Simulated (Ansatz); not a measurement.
# Cl2Ga2H6N2: ionisation energy by level of theory

Aim: the vertical ionisation energy of Cl2Ga2H6N2, as cation minus neutral at the neutral's geometry, on several levels, and how well −ε(HOMO) stands in for it.

The runs use Ansatz 0.2.0, Gaussian basis; unrestricted cation, the program's frozen cores in correlated methods.

The runs, in order: UKS PBE-D4/def2-TZVPP; UKS r2SCAN-D4/def2-TZVPP; UKS PBE0-D4/def2-TZVPP; UKS B3LYP-D4/def2-TZVPP; UKS wB97X-V/def2-TZVPP; UKS wB97M-V/def2-TZVPP; UKS B2PLYP/def2-TZVPP; UHF-CCSD(T)/def2-TZVPP; UHF-MP2/def2-QZVPP; extrapolation to the limit; then −ε(HOMO) from the neutral's earlier runs with LDA (SPW92), PBE-D4, revPBE-D4, BLYP-D4, r2SCAN-D4, B97M-V, PBE0-D4, B3LYP-D4, r2SCANh-D4, r2SCAN0-D4, HSE06-D4, BHLYP-D4, CAM-B3LYP-D4, LC-ωPBE, ωB97X-V, ωB97M-V.

## (1) The relaxed structure

All runs share one geometry, relaxed beforehand with PBE0-D4 in a triple-zeta def2 set.

SMILES `[Cl][Ga@H-]1[NH2+][Ga@@H-]([Cl])[NH2+]1`, 12 atoms, charge 0, spin multiplicity 1.

Atoms are counted from 1 here; the program's logs count them from 0.

Bond lengths: Cl1–Ga2 2.170 Å, Ga2–N3 2.001 Å, Ga2–N6 2.001 Å, Ga2–H7 1.557 Å, N3–Ga4 2.001 Å, N3–H8 1.015 Å, N3–H9 1.013 Å, Ga4–Cl5 2.170 Å, Ga4–N6 2.001 Å, Ga4–H10 1.557 Å, N6–H11 1.015 Å, N6–H12 1.013 Å. Angles: Cl1–Ga2–N3 106.4°, Cl1–Ga2–N6 106.4°, Cl1–Ga2–H7 121.4°, N3–Ga2–N6 86.4°, N3–Ga2–H7 115.2°, N6–Ga2–H7 115.2°, Ga2–N3–Ga4 93.3°, Ga2–N3–H8 111.7°, Ga2–N3–H9 116.1°, Ga4–N3–H8 111.7°, Ga4–N3–H9 116.1°, H8–N3–H9 107.4°, N3–Ga4–Cl5 106.4°, N3–Ga4–N6 86.4°, N3–Ga4–H10 115.2°, Cl5–Ga4–N6 106.4°, Cl5–Ga4–H10 121.4°, N6–Ga4–H10 115.2° and more.

## (2) Cation, UKS PBE-D4/def2-TZVPP

in.yaml reads:

```yaml
crystal:
  periodic: [false, false, false]
  atoms:
    - {symbol: Cl, position_ang: [-1.763677, -1.779150, 1.645929]}
    - {symbol: Ga, position_ang: [0.043831, -1.371639, 0.516804]}
    - {symbol: N, position_ang: [0.686517, 0.428955, 1.109061]}
    - {symbol: Ga, position_ang: [0.272020, 1.285047, -0.651976]}
    - {symbol: Cl, position_ang: [-1.383867, 2.642067, -0.298972]}
    - {symbol: N, position_ang: [-0.536666, -0.470031, -1.173187]}
    - {symbol: H, position_ang: [1.153840, -2.449379, 0.346367]}
    - {symbol: H, position_ang: [0.111541, 0.806673, 1.855402]}
    - {symbol: H, position_ang: [1.650884, 0.480487, 1.414475]}
    - {symbol: H, position_ang: [1.511884, 1.718543, -1.487148]}
    - {symbol: H, position_ang: [-1.547837, -0.412873, -1.240695]}
    - {symbol: H, position_ang: [-0.198470, -0.878697, -2.036060]}
basis:
  gaussian: {orbitals: def2-TZVPP}
total_charge: 1
magnetization: {spin_polarized: true, initial_magnetization: 1}
hamiltonian: {xc: pbe, dispersion: d4}
```

Started as:

```console
$ ansatz run in.yaml --threads 2 --pin off --events-out ev --progress --plain --max-ram 32768MiB --backend cuda --devices 0, --max-vram 18GiB
```

Further steps of the session: Cation, UKS r2SCAN-D4/def2-TZVPP; Cation, UKS PBE0-D4/def2-TZVPP; Cation, UKS B3LYP-D4/def2-TZVPP; Cation, UKS wB97X-V/def2-TZVPP; Cation, UKS wB97M-V/def2-TZVPP; Cation, UKS B2PLYP (frozen core)/def2-TZVPP; Cation, UHF-CCSD(T)/def2-TZVPP; Cation, UHF-MP2/def2-QZVPP.

**Question.** What will the summary of the whole plan be? Wanted: ionisation energy, CCSD(T)/CBS; nearest functional by difference; nearest −ε(HOMO); −ε(HOMO) of PBE; T1 of the cation.

As calculated:

| quantity | value |
| --- | --- |
| ionisation energy, CCSD(T)/CBS | 10.82 eV |
| nearest functional by difference | ωB97X-V (-0.22 eV) |
| nearest −ε(HOMO) | LC-ωPBE (+0.12 eV) |
| −ε(HOMO) of PBE | 6.84 eV |
| T1 of the cation | 0.052 |

In words: By cation minus neutral, the functionals miss by 1.54 eV at most. −ε(HOMO) of PBE misses by 4.0 eV, since self-interaction lifts the level. Among orbital estimates LC-ωPBE comes nearest. Hartree-Fock falls 0.79 eV short, as the neutral has more correlation energy than the cation. The cation's T1 (from the report) is 0.052, above the customary mark of 0.045 for open shells, so the coupled-cluster value is less safe. Correlated methods include outer-core shells of Ga, which these sets cover unevenly. With outer-core shells in play the reference is unsure by up to some tenths of an eV, so close misses can't be ranked.
